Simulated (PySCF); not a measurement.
# C3H12O3SSiSn ((OMe)3Sn-S-SiH3): the cost of one run

Programs: PySCF 2.14.0, with density-fitted response routines of our own. Each step states its level of theory. These are calculated values for one molecule in the gas phase, unless marked as measured. Atoms are numbered from 0 throughout.

### 1 The starting structure

21 atoms, charge 0, multiplicity 1; geometry from: GFN2-xTB. The atoms were then displaced at random by about 0.03 Å, so the start is not that level's minimum.

Bonds of the start (Å): Sn0–O1 2.12, Sn0–O3 1.99, Sn0–O5 2.05, Sn0–S7 2.35, O1–C2 1.41, C2–H9 1.02, C2–H10 1.13, C2–H11 1.08, O3–C4 1.36, C4–H12 1.06, C4–H13 1.10, C4–H14 1.10, O5–C6 1.44, C6–H15 1.06, C6–H16 1.09, C6–H17 1.07, S7–Si8 2.23, Si8–H18 1.52, Si8–H19 1.37, Si8–H20 1.42.

### 2 Optimising the geometry at PBE0-D3(BJ)/def2-SVP

The job: settings as JSON, then the geometry in Å.

```
{"job": {"xc": "PBE0", "basis": "def2-SVP", "d3": "d3bj", "grid": 1, "maxiter": 40, "shake": 0.03, "kind": "geom"}, "charge": 0, "multiplicity": 1}
Sn    -0.234890     0.125280    -0.380580
O     -1.628460     1.638330     0.136580
C     -1.648470     2.964140    -0.354030
O      0.084790    -0.979220     1.239630
C      0.161000    -0.566220     2.534070
O      1.382210     1.287750    -0.879790
C      2.577460     0.703780    -1.424740
S     -0.866660    -1.529590    -1.927180
Si    -1.017750    -3.255480    -0.520270
H     -1.947020     3.031580    -1.330020
H     -0.623930     3.413650    -0.226100
H     -2.258210     3.525120     0.338680
H      0.998760     0.074280     2.644740
H      0.208630    -1.440160     3.198130
H     -0.694010     0.006500     2.923410
H      3.019670     0.031290    -0.731410
H      2.362140     0.264290    -2.394980
H      3.209240     1.561330    -1.565890
H     -1.449270    -4.291150    -1.547440
H      0.250980    -3.526580    -0.067030
H     -2.072950    -3.022910     0.404630
```

Run with:

```
$ OMP_NUM_THREADS=1 python probes_run.py task.json out
```

One launch serves the whole session: the jobs run in the order shown.

Q: Estimate the wall time and peak memory of this first job on 1 thread of Intel Xeon at 2.70GHz, shared host.

About 16 min, with a peak of 1.1 GiB.
